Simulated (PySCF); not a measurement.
# H8NdO4 (Nd(H2O)43+): the cost of one run

The runs use PySCF 2.14.0; PBE0, Nd lcecp-1-SVP with ECP49, O def2-SVP, H def2-SVP; scalar-relativistic core potentials, no spin–orbit coupling.

1 further run of the same task is left out (for a known fault of the program).

## 1. Where the work starts

13 atoms, charge 3, spin multiplicity 1.

Bond lengths: Nd1–O2 2.523 Å, Nd1–O5 2.523 Å, Nd1–O8 2.523 Å, Nd1–O11 2.523 Å, O2–H3 0.970 Å, O2–H4 0.970 Å, O5–H6 0.970 Å, O5–H7 0.970 Å, O8–H9 0.970 Å, O8–H10 0.970 Å, O11–H12 0.970 Å, O11–H13 0.970 Å. Angles: O2–Nd1–O5 109.5°, O2–Nd1–O8 109.5°, O2–Nd1–O11 109.5°, O5–Nd1–O8 109.5°, O5–Nd1–O11 109.5°, O8–Nd1–O11 109.5°, Nd1–O2–H3 127.5°, Nd1–O2–H4 127.5°, H3–O2–H4 105.1°, Nd1–O5–H6 127.5°, Nd1–O5–H7 127.5°, H6–O5–H7 105.1°, Nd1–O8–H9 127.5°, Nd1–O8–H10 127.5°, H9–O8–H10 105.1°, Nd1–O11–H12 127.5°, Nd1–O11–H13 127.5°, H12–O11–H13 105.1°.

As a file:

```xyz
13

Nd    0.0000    0.0000    0.0000
O     1.4564    1.4564    1.4564
H     1.7970    1.2525    2.3415
H     1.7970    2.3415    1.2525
O    -1.4564   -1.4564    1.4564
H    -1.7970   -1.2525    2.3415
H    -1.7970   -2.3415    1.2525
O     1.4564   -1.4564   -1.4564
H     1.7970   -2.3415   -1.2525
H     1.7970   -1.2525   -2.3415
O    -1.4564    1.4564   -1.4564
H    -1.7970    2.3415   -1.2525
H    -1.7970    1.2525   -2.3415
```

Formal oxidation states: Nd +3. Each metal's 3 4f electrons lie in its core potential, so multiplicities, spins and levels count the valence alone.

## 2. SCF at the start, singlet

run.py (the lines that set the calculation) reads:

```python
mol = gto.M(atom='''
Nd     0.00000     0.00000     0.00000
O      1.45640     1.45640     1.45640
H      1.79700     1.25250     2.34150
H      1.79700     2.34150     1.25250
O     -1.45640    -1.45640     1.45640
H     -1.79700    -1.25250     2.34150
H     -1.79700    -2.34150     1.25250
O      1.45640    -1.45640    -1.45640
H      1.79700    -2.34150    -1.25250
H      1.79700    -1.25250    -2.34150
O     -1.45640     1.45640    -1.45640
H     -1.79700     2.34150    -1.25250
H     -1.79700     1.25250    -2.34150''',
    basis={'Nd': 'lcecp-1-SVP', 'O': 'def2-SVP', 'H': 'def2-SVP'},
    ecp={'Nd': 'lcecp-1-SVP'},
    charge=3, spin=0)
mf = dft.RKS(mol, xc='PBE0')
mf.grids.atom_grid = (50, 194)  # f atoms: unpruned, at least (60, 302)
mf = mf.density_fit()  # fitting sets: Nd AutoAux, O def2-universal-JKFIT, H def2-universal-JKFIT
mf.conv_tol = 1e-08; mf.max_cycle = 55
mf.kernel(dm0)  # dm0: free metal ions and neutral atoms
```

Command:

```bash
$ OMP_NUM_THREADS=2 python run.py
```

What time and memory should one allow on 2 threads of Arm Neoverse V1, shared host?

About 4.8 s, with a peak of 0.81 GiB.
